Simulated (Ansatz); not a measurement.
**CH₅FSn: one species, many methods**

One table from this session's results is given with a row withheld; the runs are named, their logs left out.

The runs use Ansatz 0.2.0, Gaussian basis; functionals in def2-TZVPP, the program's frozen cores in correlated methods.

The runs, in order: LDA (SPW92), PBE-D4, revPBE-D4, BLYP-D4, r2SCAN-D4, B97M-V, PBE0-D4, B3LYP-D4, r2SCANh-D4, r2SCAN0-D4, HSE06-D4, BHLYP-D4, CAM-B3LYP-D4, LC-ωPBE, ωB97X-V, ωB97M-V, B2PLYP, PBE-QIDH; CCSD(T)/def2-SVP; CCSD(T)/def2-TZVPP; MP2/def2-QZVPP; extrapolation to the limit; RPA on PBE.

## The relaxed structure

The geometry comes from an earlier relaxation with PBE0-D4 in a triple-zeta def2 set; it is a stationary point, not always the lowest conformer. Sn takes the def2 core potential; no spin-orbit term is included.

8 atoms, charge 0, spin multiplicity 1.

Atoms are counted from 1 here; the program's logs count them from 0.

Bond lengths: F1–C2 1.386 Å, C2–Sn3 2.169 Å, C2–H4 1.093 Å, C2–H5 1.093 Å, Sn3–H6 1.705 Å, Sn3–H7 1.709 Å, Sn3–H8 1.705 Å. Angles: F1–C2–Sn3 110.1°, F1–C2–H4 108.4°, F1–C2–H5 108.4°, Sn3–C2–H4 110.6°, Sn3–C2–H5 110.6°, H4–C2–H5 108.7°, C2–Sn3–H6 109.3°, C2–Sn3–H7 108.5°, C2–Sn3–H8 109.3°, H6–Sn3–H7 109.8°, H6–Sn3–H8 110.1°, H7–Sn3–H8 109.8°.

Set-up of the first run:

File in.yaml:

```yaml
crystal:
  periodic: [false, false, false]
  atoms:
    - {symbol: F, position_ang: [-1.117657, 1.412358, -0.968606]}
    - {symbol: C, position_ang: [-0.521086, 0.161413, -0.998656]}
    - {symbol: Sn, position_ang: [0.511873, -0.215396, 0.871002]}
    - {symbol: H, position_ang: [0.178917, 0.133509, -1.837521]}
    - {symbol: H, position_ang: [-1.299224, -0.587542, -1.166144]}
    - {symbol: H, position_ang: [-0.608231, -0.164784, 2.155033]}
    - {symbol: H, position_ang: [1.229651, -1.764447, 0.790891]}
    - {symbol: H, position_ang: [1.717959, 0.967689, 1.098201]}
basis:
  gaussian: {orbitals: def2-TZVPP}
hamiltonian: {xc: lda}
output: {orbitals: {seedname: orbitals}}
```

On the command line:

```
$ ansatz run in.yaml --threads 2 --pin off --events-out ev --progress --plain --max-ram 4352MiB
```

Steps of the session up to this table: LDA; PBE-D4 (GGA); revPBE-D4 (GGA); BLYP-D4 (GGA); r2SCAN-D4 (meta-GGA); B97M-V (meta-GGA); B3LYP-D4 (hybrid); r2SCANh-D4 (hybrid); r2SCAN0-D4 (hybrid); HSE06-D4 (hybrid); BHLYP-D4 (hybrid); CAM-B3LYP-D4 (range-separated); LC-ωPBE (range-separated); ωB97X-V (range-separated); ωB97M-V (range-separated); B2PLYP (double hybrid); PBE-QIDH (double hybrid).

One of the session's tables, all rows but one given; the rest of the session is left out.

It belongs to the step «Orbital energies across the functionals». 

```
  functional  HOMO (eV)  gap (eV)
 LDA (SPW92)      -6.86      6.06
      PBE-D4      -6.71      6.09
   revPBE-D4      -6.65      6.10
     BLYP-D4      -6.61      6.02
   r2SCAN-D4      -6.99      6.82
      B97M-V      -7.09      6.58
     PBE0-D4      -8.05      8.16
    B3LYP-D4      -7.85      7.68
  r2SCANh-D4      -7.49      7.57
  r2SCAN0-D4      -8.24      8.66
    HSE06-D4      -7.65      7.41
    BHLYP-D4      -9.30     10.00
CAM-B3LYP-D4          ?         ?
     LC-ωPBE     -10.70     12.64
     ωB97X-V     -10.37     12.18
     ωB97M-V     -10.26     11.66
```

Q: Estimate the row for CAM-B3LYP-D4 from the others.

The run gave: HOMO (eV): -9.41; gap (eV): 10.27. In the column «HOMO (eV)» it lies between ωB97M-V (-10.26) and BHLYP-D4 (-9.30).
